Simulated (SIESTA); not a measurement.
CsNiN:

```
Cs Ni N
1.0
     5.53697    0.00000    0.00000
    -2.76848    4.79515    0.00000
     0.00000    0.00000    3.44666
Cs Ni N
1 1 1
Direct
  0.66667 0.33333 0.50000
  0.33333 0.66667 0.00000
  0.33333 0.66667 0.50000
```

The cell comes from a database or a generator and needn't be the stable form of this composition.

| Item | Value |
| --- | --- |
| Program | SIESTA 5.4.2 |
| Task | single point |
| Functional | PBE |
| Potentials or basis | PseudoDojo 0.4 standard (PBE files) |
| Basis | DZP (energy shift 0.003 Ry; two zetas on semicore shells; d shell added on Cs) |
| Grid cutoff | 800 Ry |
| Energy shift | 0.003 Ry |
| k mesh | 6 × 6 × 8 |
| Occupations | fermi-dirac, width 0.05 eV |
| Spin | collinear spin, ferromagnetic start |
| Starting moments | [0.0, 1.0, 0.0] μB |

On this cell: pressure 0.0 GPa; largest force under 0.003 eV/Å; net moment 0.41 μB per cell; site moments Cs +0.01; Ni +0.25; N +0.16 μB; band gap on the k mesh none (metal or under the smearing width).

The same run follows on a disturbed copy (atoms moved at random, drawn with an rms of 0.05 Å):

```
Cs Ni N
1.0
     5.53697    0.00000    0.00000
    -2.76848    4.79515    0.00000
     0.00000    0.00000    3.44666
Cs Ni N
1 1 1
Cartesian
  2.7575 1.6132 1.7250
  0.0167 3.2510 -0.0187
  0.0469 3.2244 1.7013
```

**Question.** What does the disturbed cell give?

**Answer.** The energy (extrapolated to zero smearing) moves by +2.9 meV/atom; pressure 0.0 GPa; largest force 0.344 eV/Å; net moment 0.41 μB per cell; site moments Cs +0.01; Ni +0.25; N +0.15 μB; band gap on the k mesh none (metal or under the smearing width).

Forces in eV/Å, atoms in the order of the input:
```
Cs   0.068  0.050 -0.007
Ni   0.193 -0.239 -0.115
N   -0.259  0.190  0.122
```

Stress tensor (GPa, compression positive):
```
-0.60 -0.14  0.01
-0.14 -0.35 -0.01
 0.01 -0.01  0.93
```

Caveats: short orbitals over semicore shells can move pressures by several GPa; the basis of atomic orbitals isn't converged, which shifts pressures, moduli and gaps; a cell with one magnetic atom can't hold antiferromagnetic order, which such compounds often take.
